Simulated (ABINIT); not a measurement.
A calculation with ABINIT 10.8.3 (patched build) of CeC (native input, structure typed inline):

File run.abi:

```
pp_dirpath "./"
pseudos "Ce.GGA_PBE-JTH.xml, C.GGA_PBE-JTH.xml"

acell 6.9379329136 6.9379329136 6.9379329136
rprim
     0.0000000000     0.7071067812     0.7071067812
     0.7071067812     0.0000000000     0.7071067812
     0.7071067812     0.7071067812     0.0000000000
ntypat 2
znucl 58 6
natom 2
typat 1 2
xred
     0.0000000000     0.0000000000     0.0000000000
     0.5000000000     0.5000000000     0.5000000000

ecut 20.0
pawecutdg 40.0
pawxcdev 0

kptopt 1
ngkpt 9 9 9
nshiftk 1
shiftk 0.0 0.0 0.0

ixc 11

nband 16
occopt 3
tsmear 0.00183747

nsppol 2
spinat
     0.0000000000     0.0000000000     1.0000000000
     0.0000000000     0.0000000000     0.0000000000

nstep 100
tolvrs 1.0e-9

iomode 3
prtwf 0
prtden 0
prteig 0
prtebands 0
enunit 2
```

Potentials or basis: JTH PAW PBE v2.0.

The run is started by

```console
$ abinit run.abi > log 2>&1
```

The cell comes from a database or a generator and needn't be the stable form of this composition.

Question: Write the same calculation in another form: ASE script, structure typed inline.

Answer: As run:

File run.py:

```python
import json, os
import numpy as np
from ase.units import GPa
from ase.calculators.abinit import Abinit, AbinitProfile
from ase import Atoms

atoms = Atoms(['Ce', 'C'],
              cell=[[0.0, 2.596069, 2.596069], [2.596069, 0.0, 2.596069], [2.596069, 2.596069, 0.0]],
              scaled_positions=[[0.0, 0.0, 0.0], [0.5, 0.5, 0.5]],
              pbc=True)
atoms.set_initial_magnetic_moments([1.0, 0.0])

profile = AbinitProfile(command='abinit', pp_paths=[os.path.abspath('pseudos')])
params = dict(
    pps='pawxml', xc='PBE',
    ecut=544.2277,
    pawecutdg=1088.4554,
    pawxcdev=0,
    kptopt=1,
    ngkpt=[9, 9, 9],
    nshiftk=1,
    shiftk=[0.0, 0.0, 0.0],
    ixc=11,
    nband=16,
    occopt=3,
    tsmear=0.05,
    nstep=100,
    tolvrs=1e-09,
    prtwf=0,
    prtden=0,
)

atoms.calc = Abinit(profile=profile, directory='run', **params)
energy = atoms.get_potential_energy()
forces = atoms.get_forces()
stress = atoms.get_stress()
print(f'energy {energy:.6f} eV')
print('forces (eV/A)')
print(np.round(forces, 5))
print('stress (GPa, Voigt, tension positive)', np.round(stress / GPa, 4))
json.dump(dict(energy=energy, forces=forces.tolist(), stress=stress.tolist(), cell=atoms.cell.tolist(), frac=atoms.get_scaled_positions(wrap=False).tolist()), open('results.json', 'w'))
```

Potentials or basis: JTH PAW PBE v2.0.

The run is started by

```sh
$ python run.py
```

Both were run:

|  | native input, structure typed inline | ASE script, structure typed inline |
| --- | --- | --- |
| Pressure | 1.1 GPa | 1.1 GPa |
| Band gap on the k mesh | none (metal or under the smearing width) | none (metal or under the smearing width) |
| Net moment | 0.00 μB per cell | 0.00 μB per cell |
| Valence electrons inside the program's atomic spheres | Ce 9.02; C 2.31 | Ce 9.02; C 2.31 |

Keys that steer only the numerical path or the files written may differ.

Caveat: the magnetic or orbital state may not be the lowest; small starting moments can end in a higher magnetic state in this program; spin-orbit coupling is left out, which moves the levels of the heavy elements; without U or exact exchange the open f shell lies at the Fermi level, which spoils levels, moments and volumes.
